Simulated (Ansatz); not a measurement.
# SnSe: a tetragonal deformation path

The task here is to estimate one member of a computed series from the others.

Method: DFT r2SCAN, scalar-relativistic, plane waves, PAW, in Ansatz 0.2.0.

### Starting point

Symmetry: Fm-3m, No. 225, cubic system. Conventional cell: a = 6.020 Å, b = 6.020 Å, c = 6.020 Å, α = 90.00°, β = 90.00°, γ = 90.00°. Around Sn (site symmetry m-3m) lie 6 Se at 3.01 Å. Se (site symmetry m-3m) has 6 Sn at 3.01 Å as nearest neighbours.

As a file:

```
CELL_PARAMETERS angstrom
0.00000 3.01000 3.01000
3.01000 0.00000 3.01000
3.01000 3.01000 0.00000
ATOMIC_POSITIONS crystal
Sn 0.00000 0.00000 0.00000
Se 0.50000 0.50000 0.50000
```

No relaxation comes first: the listed cell is the starting point.

Set-up of the first run:

input.yaml reads:

```yaml
crystal:
  lattice:
    - [0.0, 3.01, 3.01]
    - [3.01, 0.0, 3.01]
    - [3.01, 3.01, 0.0]
  atoms:
    - { symbol: Sn, position: [0.0, 0.0, 0.0] }
    - { symbol: Se, position: [0.5, 0.5, 0.5] }
basis:
  ecutwfc: 500
kpoints:
  mp_grid: { grid: [12, 12, 12] }
hamiltonian:
  xc: r2scan
scf:
  occupations: { method: gaussian, width: 0.05 }
output:
  forces: true
  stress: true
  eigenvalues: true
```

Launch:

```console
$ ansatz run input.yaml --threads 1 --pin off --max-ram 2560MiB --backend cpu --events-out ev --progress --plain --runs-dir out
```

Steps of the session up to this table: Zero of the scan; ρ = 0.707; At ρ = 1.414; ρ = 0.850; Point ρ = 1.200; ρ = 0.780; At ρ = 1.300; Point ρ = 0.920; ρ = 1.100; Point ρ = 0.650; ρ = 1.500; Point ρ = 0.960; ρ = 1.050.

One of the session's tables, all rows but one given; the rest of the session is left out.

It belongs to the step «The scan collected». 

| ρ | ΔE (meV/atom) | pressure (GPa) | gap on the mesh (eV) |
| --- | --- | --- | --- |
| 0.650 | 1609.8 | 25.0 | 0.00 |
| 0.707 | 986.7 | 15.6 | 0.00 |
| 0.780 | 507.2 | 7.5 | 0.00 |
| 0.850 | 217.8 | 3.6 | 0.00 |
| 0.920 | 53.9 | 1.1 | 0.25 |
| 0.960 | ? | ? | ? |
| 1.000 | 0.0 | 0.0 | 0.37 |
| 1.050 | 15.7 | 0.3 | 0.34 |
| 1.100 | 56.4 | 1.2 | 0.10 |
| 1.200 | 181.1 | 4.0 | 0.00 |
| 1.300 | 338.4 | 7.6 | 0.00 |
| 1.414 | 542.0 | 11.7 | 0.00 |
| 1.500 | 699.0 | 14.1 | 0.00 |

Q: Estimate the row for ρ = 0.960 from the others.

Worked estimate for «ΔE (meV/atom)». A straight line through the neighbours (0.920, 53.9) and (1.000, 0.0) gives 53.9 + (0.0 − 53.9) × (0.960 − 0.920) / (1.000 − 0.920) = 27.0; a parabola fitted to 4 rows on both sides gives 10.9.

**Answer.** ΔE (meV/atom): 12.3; pressure (GPa): 0.3; gap on the mesh (eV): 0.35. In «ΔE (meV/atom)» the line misses by +14.7 and the parabola by -1.4.

Where the gap reads zero, the mesh chosen for the insulator is on the coarse side.
